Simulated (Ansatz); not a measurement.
# ClFH5MgN: the cost of one run

All numbers below are computed with Ansatz 0.2.0 (RKS PBE0/def2-SVP).

### Step 1. Starting point

Bond lengths: Mg1–Cl3 2.131 Å, Mg1–N5 2.475 Å, Mg1–H6 1.881 Å, Mg1–F7 2.009 Å, N5–H8 1.009 Å, N5–H9 1.010 Å. Angles: Cl3–Mg1–N5 127.9°, Cl3–Mg1–H6 149.2°, Cl3–Mg1–F7 146.8°, N5–Mg1–H6 82.9°, N5–Mg1–F7 66.2°, H6–Mg1–F7 36.2°, Mg1–N5–H8 125.7°, Mg1–N5–H9 124.8°, H8–N5–H9 109.2°.

As a file:

```xyz
9

Mg   -0.9308   -0.2485   -0.7471
H     0.9429   -0.6810   -1.9498
Cl   -2.9968   -0.5763   -1.1540
H     0.6034    0.6597    0.4591
N     0.1783   -0.1051    1.4611
H     0.8042    0.1027   -1.3825
F     0.5815    1.0718   -0.6832
H    -0.1110    0.4837    2.2277
H     0.9282   -0.7071    1.7689
```

### Step 2. A restrained relaxation towards end A

Springs on the bonds that form and break draw the guess towards this end; the thresholds are loose.

input.yaml reads:

```yaml
crystal:
  periodic: [false, false, false]
  atoms:
    - { symbol: Mg, position_ang: [-0.9308, -0.2485, -0.7471] }
    - { symbol: H, position_ang: [0.9429, -0.681, -1.9498] }
    - { symbol: Cl, position_ang: [-2.9968, -0.5763, -1.154] }
    - { symbol: H, position_ang: [0.6034, 0.6597, 0.4591] }
    - { symbol: "N", position_ang: [0.1783, -0.1051, 1.4611] }
    - { symbol: H, position_ang: [0.8042, 0.1027, -1.3825] }
    - { symbol: F, position_ang: [0.5815, 1.0718, -0.6832] }
    - { symbol: H, position_ang: [-0.111, 0.4837, 2.2277] }
    - { symbol: H, position_ang: [0.9282, -0.7071, 1.7689] }
basis:
  gaussian: { orbitals: def2-SVP }
hamiltonian:
  xc: pbe0
relax:
  f_tol: 0.15
  max_steps: 25
  restrain:
    - { distance: [0, 4], at: 3.42, k: 30.0 }
    - { distance: [3, 6], at: 2.18, k: 30.0 }
    - { distance: [5, 1], at: 1.92, k: 30.0 }
    - { distance: [0, 1], at: 1.72, k: 30.0 }
    - { distance: [3, 4], at: 1.02, k: 30.0 }
    - { distance: [5, 6], at: 0.88, k: 30.0 }
```

Launch:

```
$ ansatz run input.yaml --threads 2 --pin off --max-ram 3072MiB --backend cpu --events-out ev --progress --plain --runs-dir out
```

**Question.** How long does this run take on 2 threads of AMD EPYC 9R45 (Zen 5), shared host, and how much memory does it need?

About 10 s, with a peak of 0.2 GiB.
